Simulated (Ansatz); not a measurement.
**C₂H₇ClSi₂: basis-set convergence**

The task here is to estimate one member of a computed series from the others.

Method: one geometry, several basis sets; program: Ansatz 0.2.0, Gaussian basis.

Plan: PBE0-D4/def2-SVP; ωB97M-V/def2-SVP; PBE0-D4/def2-QZVPP; ωB97M-V/def2-QZVPP; the functionals' def2-TZVPP values are taken from earlier runs.

## The relaxed structure

All runs share one geometry, relaxed beforehand with PBE0-D4 in a triple-zeta def2 set.

SMILES `C=C[SiH2][SiH2]Cl`, 12 atoms, charge 0, spin multiplicity 1.

Atoms are counted from 1 here; the program's logs count them from 0.

Bond lengths: C1–C2 1.330 Å, C1–H6 1.086 Å, C1–H7 1.086 Å, C2–Si3 1.859 Å, C2–H8 1.089 Å, Si3–Si4 2.342 Å, Si3–H9 1.489 Å, Si3–H10 1.490 Å, Si4–Cl5 2.070 Å, Si4–H11 1.485 Å, Si4–H12 1.486 Å. Angles: C2–C1–H6 122.0°, C2–C1–H7 121.9°, H6–C1–H7 116.1°, C1–C2–Si3 123.3°, C1–C2–H8 118.5°, Si3–C2–H8 118.2°, C2–Si3–Si4 109.4°, C2–Si3–H9 111.4°, C2–Si3–H10 109.5°, Si4–Si3–H9 107.6°, Si4–Si3–H10 109.6°, H9–Si3–H10 109.3°, Si3–Si4–Cl5 107.7°, Si3–Si4–H11 112.2°, Si3–Si4–H12 113.1°, Cl5–Si4–H11 107.3°, Cl5–Si4–H12 107.5°, H11–Si4–H12 108.7°.

Geometry (Å):

```
atom    x (Å)    y (Å)    z (Å)
  C1  -0.9504   1.7551   1.2357
  C2  -0.7045   1.1482   0.0778
 Si3   0.8901   0.2691  -0.2953
 Si4   0.4684  -2.0152  -0.5935
 Cl5  -0.9775  -2.2003  -2.0629
  H6  -1.8989   2.2440   1.4396
  H7  -0.2121   1.7922   2.0318
  H8  -1.4850   1.1418  -0.6811
  H9   1.5117   0.7792  -1.5486
 H10   1.8394   0.4580   0.8372
 H11  -0.0669  -2.6517   0.6372
 H12   1.6627  -2.7758  -1.0438
```

Set-up of the first run:

The input, in.yaml:

```yaml
crystal:
  periodic: [false, false, false]
  atoms:
    - {symbol: C, position_ang: [-0.950390, 1.755099, 1.235733]}
    - {symbol: C, position_ang: [-0.704451, 1.148151, 0.077754]}
    - {symbol: Si, position_ang: [0.890147, 0.269143, -0.295268]}
    - {symbol: Si, position_ang: [0.468393, -2.015188, -0.593542]}
    - {symbol: Cl, position_ang: [-0.977506, -2.200304, -2.062905]}
    - {symbol: H, position_ang: [-1.898941, 2.244033, 1.439615]}
    - {symbol: H, position_ang: [-0.212118, 1.792221, 2.031829]}
    - {symbol: H, position_ang: [-1.484967, 1.141823, -0.681129]}
    - {symbol: H, position_ang: [1.511695, 0.779239, -1.548638]}
    - {symbol: H, position_ang: [1.839441, 0.458045, 0.837170]}
    - {symbol: H, position_ang: [-0.066932, -2.651678, 0.637243]}
    - {symbol: H, position_ang: [1.662731, -2.775788, -1.043763]}
basis:
  gaussian: {orbitals: def2-SVP}
hamiltonian: {xc: pbe0, dispersion: d4}
output: {orbitals: {seedname: orbitals}}
```

On the command line:

```sh
> ansatz run in.yaml --threads 4 --pin off --events-out ev --progress --plain --max-ram 10444MiB
```

Among the steps run: PBE0-D4 in def2-SVP; ωB97M-V in def2-SVP; PBE0-D4 in def2-QZVPP; ωB97M-V in def2-QZVPP.

One table of the session follows, with a row left open; its other results are not shown here.

It belongs to the step «Density functionals: the series». 

| functional | basis | HOMO (eV) |
| --- | --- | --- |
| PBE0-D4 | def2-SVP | -7.63 |
| PBE0-D4 | def2-TZVPP | ? |
| PBE0-D4 | def2-QZVPP | -7.69 |
| ωB97M-V | def2-SVP | -9.65 |
| ωB97M-V | def2-TZVPP | -9.72 |
| ωB97M-V | def2-QZVPP | -9.74 |

**Question.** Estimate the row for PBE0-D4, def2-TZVPP.

As computed: HOMO (eV): -7.67. In the column «HOMO (eV)» it lies between PBE0-D4, def2-QZVPP (-7.69) and PBE0-D4, def2-SVP (-7.63).
